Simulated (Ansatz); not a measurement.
# AlAsH₂+ (doublet): from Hartree-Fock to the top rungs, cc-pVDZ

How much of the correlation energy of AlAsH₂+ (doublet) does each wave-function method recover here?

The runs use Ansatz 0.2.0, Gaussian basis; cc-pVDZ, core rule «outside noble gas», up to 19 orbitals frozen.

To be run: UHF; CCSD(T) on ROHF; CCSD(T) on UHF; BCCD(T) on ROHF; CISD; CCSDT(Q) on ROHF; CCSDT(Q) on UHF; CCSDTQ on ROHF.

6 further runs of the same task are left out: 5 for a known fault of the program, 1 set aside as unsound or not needed.

**1. The geometry**

The geometry is a PBE0/def2-TZVP stationary point (not a proven minimum) of the parent state, kept for this charge and spin. No spin-orbit coupling is included. The filled d shell of As may be among the frozen orbitals whatever the setting's name suggests; the logs give the count.

4 atoms, charge 1, spin multiplicity 2.

Atoms are counted from 1 here; the program's logs count them from 0.

Bond lengths: Al1–As2 2.217 Å, Al1–H3 1.583 Å, As2–H4 1.572 Å. Angles: As2–Al1–H3 172.3°, Al1–As2–H4 67.2°.

**2. UHF**

Contents of in.yaml:

```yaml
crystal:
  periodic: [false, false, false]
  atoms:
    - {symbol: Al, position_ang: [0.000000, 0.032210, 1.598723]}
    - {symbol: As, position_ang: [0.000000, 0.009906, -0.618461]}
    - {symbol: H, position_ang: [0.000000, -0.164956, 3.169708]}
    - {symbol: H, position_ang: [0.000000, -1.433607, 0.005203]}
basis:
  gaussian: {orbitals: cc-pVDZ}
total_charge: 1
magnetization: {spin_polarized: true, initial_magnetization: 1}
hamiltonian: {xc: hf}
output: {orbitals: {seedname: orbitals}}
```

Started as:

```bash
> ansatz run in.yaml --threads 1 --pin off --events-out ev --progress --plain --max-ram 2560MiB --backend cpu
```

The runs that follow: CCSD(T) on ROHF; CCSD(T) on UHF; BCCD(T) on ROHF; CISD; CCSDT(Q) on ROHF; CCSDT(Q) on UHF; CCSDTQ on ROHF.

**Question.** What will the summary of the whole plan be? Wanted: RCCSDTQ below the RHF energy; RMP2 from RCCSDTQ; UMP2 from RCCSDTQ; RCCSD from RCCSDTQ; RCCSD(T) from RCCSDTQ; UCCSD(T) from RCCSDTQ; RCCSDT(Q) from RCCSDTQ; UCCSDT(Q) from RCCSDTQ; T1 diagnostic.

The runs gave:

| quantity | value |
| --- | --- |
| RCCSDTQ below the RHF energy | -4.7301 eV |
| RMP2 from RCCSDTQ | +994.0 meV |
| UMP2 from RCCSDTQ | +1005.0 meV |
| RCCSD from RCCSDTQ | +174.7 meV |
| RCCSD(T) from RCCSDTQ | +36.0 meV |
| UCCSD(T) from RCCSDTQ | +34.1 meV |
| RCCSDT(Q) from RCCSDTQ | +1.1 meV |
| UCCSDT(Q) from RCCSDTQ | -1.4 meV |
| levels within 1 kcal/mol (43 meV) | RCCSD(T), UCCSD(T), BCCD(T), RCCSDT, UCCSDT, RCCSDT(Q), UCCSDT(Q) |
| T1 diagnostic | 0.019 |

In words: RCCSD(T) misses by +36.0 meV, 0.8 % of the correlation energy. These misses are within one basis, not against nature; the frozen cores of restricted and unrestricted runs differ, which can shift their rows.
